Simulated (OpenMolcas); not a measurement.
# Tc⁵⁺ among point charges: CASSCF and CASPT2 levels and susceptibility

How does a field of 2 point charges split the states of Tc⁵⁺, and what χT follows?

Program: OpenMolcas 26.06. Level of theory: state-averaged CASSCF and CASPT2, spin-orbit coupling by RASSI with atomic mean-field integrals. These are calculated values, not measurements, unless marked.

### 1 The system

| Property | Result |
| --- | --- |
| Species | Tc⁵⁺ (technetium, Z = 43, 38 electrons) |
| Basis | ANO-RCC-VDZP [6s5p3d1f], 43 functions |
| Scalar Hamiltonian | DKH2, point nucleus |
| Inactive shells | 1s 2s 2p 3s 3p 3d 4s 4p |
| Active space | 2 electrons in 5 orbitals (4d) |
| Some configurations of this space | 4d² |
| Orbitals | optimised for each spin and parity, averaged over all roots |

The outer shells:

4d2
```
4d [↑ ][↑ ][  ][  ][  ]
```

The ion sits among 2 point charges of -2 e arranged as a linear pair (D∞h), 1.76 Å from the ion.

Each step is its own input file, run in one work folder so that later steps find the files of earlier ones. Labels, J, g values, rates, χT and fits are worked out afterwards by a script from the matrices that RASSI stores. The input lists half of the charges; inversion (Group=XYZ) makes the rest.

### 2 Basis and integrals

a.inp

```
&GATEWAY
Coord
1

Tc 0.0 0.0 0.0
Basis=ANO-RCC-VDZP
Group=XYZ
NoMove
AngMom=0.0 0.0 0.0
AMFI
XField
1 Angstrom 0
0.000000 0.000000 1.760000 -2.000000
&SEWARD
```

Command:

```sh
$ OMP_NUM_THREADS=1 MOLCAS_MEM=1689 MOLCAS_PROJECT=a pymolcas a.inp > a.log
```

### 3 Reference wave functions, triplets of even parity, 10 roots

a.inp

```
&RASSCF
FileOrb=start.orb
Symmetry=1
Spin=3
nActEl=2 0 0
Inactive=9 9
Ras2=5 0
CIRoot=10 10 1
SDav=10
CIMx=300
Iter=120 100
PrWF=0.3
OrbListing=Nothing
MaxOrb=0
>>> COPY $Project.JobIph JOB001
```

start.orb holds the contracted functions of the basis, ordered by shell, or the orbitals of the step before.

### 4 Reference wave functions, singlets of even parity, 15 roots

a.inp

```
&RASSCF
FileOrb=start.orb
Symmetry=1
Spin=1
nActEl=2 0 0
Inactive=9 9
Ras2=5 0
CIRoot=15 15 1
SDav=15
CIMx=300
Iter=120 100
PrWF=0.3
OrbListing=Nothing
MaxOrb=0
>>> COPY $Project.JobIph JOB002
```

### 5 State interaction with spin-orbit coupling

a.inp

```
&RASSI
NrOfJobIphs=2 10 15
1 2 3 4 5 6 7 8 9 10
1 2 3 4 5 6 7 8 9 10 11 12 13 14 15
IphNames
JOB001
JOB002
EJob
SpinOrbit
DIPRint=1.0
SOCoupling=1000.0
Subsets=2
Property=9
'ANGMOM' 1 'ANGMOM' 2 'ANGMOM' 3 'MLTPL  1' 1 'MLTPL  1' 2 'MLTPL  1' 3
'AMFI' 1 'AMFI' 2 'AMFI' 3
SOProperty=3
'ANGMOM' 1 'ANGMOM' 2 'ANGMOM' 3
```

### 6 CASPT2: IPEA 0.25, imaginary shift 0.1 (closed shells correlated: 4s 4p)

a.inp

```
>>> COPY JOB001 $Project.JobIph
&CASPT2
Multistate=10 1 2 3 4 5 6 7 8 9 10
NoMult
Frozen=8 6
IPEA=0.25
Imaginary=0.1
MaxIter=60
WThr=0.0 0.3 0.05
PrWF=0.5
NoMix
>>> COPY JOB002 $Project.JobIph
&CASPT2
Multistate=15 1 2 3 4 5 6 7 8 9 10 11 12 13 14 15
NoMult
Frozen=8 6
IPEA=0.25
Imaginary=0.1
MaxIter=60
WThr=0.0 0.3 0.05
PrWF=0.5
NoMix
```

(Steps that only read results are left out.)

What does the calculation give? Wanted: spin-free ground state; first state of the same spin within the active space; lowest level; next level.

The runs gave:

| quantity | value |
| --- | --- |
| method | SS-CASPT2, IPEA 0.25, imaginary shift 0.1 (closed shells correlated: 4s 4p) |
| spin-free ground state | 3Sigma, 1-fold in its orbital part |
| first state of the same spin within the active space | 3Phi at 8080 cm⁻¹ |
| lowest level | 1-fold |
| next level | 567.0 cm⁻¹ |
| χT at 300 K | 0.51 cm³ K/mol |
| effective moment at 300 K | 2.01 μB |

Cost by method:

```tsv
method	time of its own steps	time with the reference
A. CASSCF	7 s	7 s
B. SS-CASPT2, IPEA 0.25, imaginary shift 0.1, +4s 4p	2.5 s	9.5 s
```

Times are of one thread on a shared host.

In words: The spin-free ground state (3Sigma) comes to 61 % from free-ion P terms and keeps the highest spin of the shell. χT at 300 K is 0.51, against 1.00 cm³ K/mol for the spin alone, so spin-orbit coupling lowers it. The field of point charges can differ much from that of real complexes. This is an electrostatic model: the charges have no orbitals.
